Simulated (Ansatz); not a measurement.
Crystal: La2Fe2Se2O3.

```xyz
9
Lattice="-2.0608 2.0608 9.4895 2.0608 -2.0608 9.4895 2.0608 2.0608 -9.4895" Properties=species:S:1:pos:R:3 pbc="T T T"
La    0.0000    0.0000   13.0259
La    0.0000    0.0000    5.9531
Se    0.0000    0.0000    1.8571
Se    0.0000    0.0000   17.1219
Fe    0.0000    2.0608    0.0000
Fe    2.0608    0.0000    0.0000
O     0.0000    2.0608    4.7447
O     2.0608    0.0000    4.7447
O     0.0000    0.0000    9.4895
```

The cell is a database's computed one.

- Program: Ansatz 0.2.0
- Task: single point
- Functional: PBEsol
- Potentials or basis: Ansatz PAW
- Cutoff: 420 eV (not typed: the program's choice for these potentials)
- k mesh: 9 × 9 × 9
- Occupations: fermi-dirac, width 0.05 eV
- Spin: collinear spin, ferromagnetic start
- Starting moments: [0.0, 0.0, 0.0, 0.0, 3.0, 3.0, 0.0, 0.0, 0.0] μB

On this cell: pressure -7.0 GPa; largest force 0.491 eV/Å; net moment 8.00 μB per cell; site moments La +0.02; Se +0.19; Fe +3.22; O +0.01, +0.29 μB; band gap on the k mesh none (metal or under the smearing width).

The same run follows on a disturbed copy (atoms moved at random, drawn with an rms of 0.05 Å):

```
La Se Fe O
1.0
    -2.06083    2.06083    9.48949
     2.06083   -2.06083    9.48949
     2.06083    2.06083   -9.48949
La Se Fe O
2 2 2 3
Direct
  0.68387 0.69364 0.00768
  0.32285 0.30208 0.00055
  0.09629 0.10227 0.00162
  0.89196 0.89250 0.97838
  0.49918 0.00608 0.50836
  0.99768 0.49664 0.49834
  0.75926 0.25246 0.51019
  0.24428 0.76102 0.50207
  0.50235 0.51094 0.01381
```

**Question.** What changes?

**Answer.** The energy (extrapolated to zero smearing) moves by +6.6 meV/atom; pressure -6.8 GPa; largest force 0.625 eV/Å; net moment 8.00 μB per cell; site moments La +0.02, +0.01; Se +0.18, +0.19; Fe +3.21; O +0.01, +0.29 μB; band gap on the k mesh none (metal or under the smearing width).

Forces on the atoms (eV/Å):
```
La  -0.143  0.092  0.371
La   0.395 -0.239  0.226
Se   0.061  0.035 -0.495
Se   0.170  0.145  0.425
Fe   0.066  0.003  0.055
Fe  -0.027  0.045  0.073
O    0.034 -0.249 -0.303
O   -0.335  0.321 -0.419
O   -0.220 -0.154  0.068
```

Stress tensor (GPa, compression positive):
```
-7.53 -0.02  0.52
-0.02 -7.70 -0.35
 0.52 -0.35 -5.03
```

Caveats: semilocal functionals often make such compounds metallic where correlation or magnetic order opens a gap, which also shifts bond lengths; only a ferromagnetic start was run, and an antiferromagnetic order may lie lower in energy; the PAW data sets come from PBE, with cores solved anew for the run's functional, which leaves a small shift of forces and pressure.
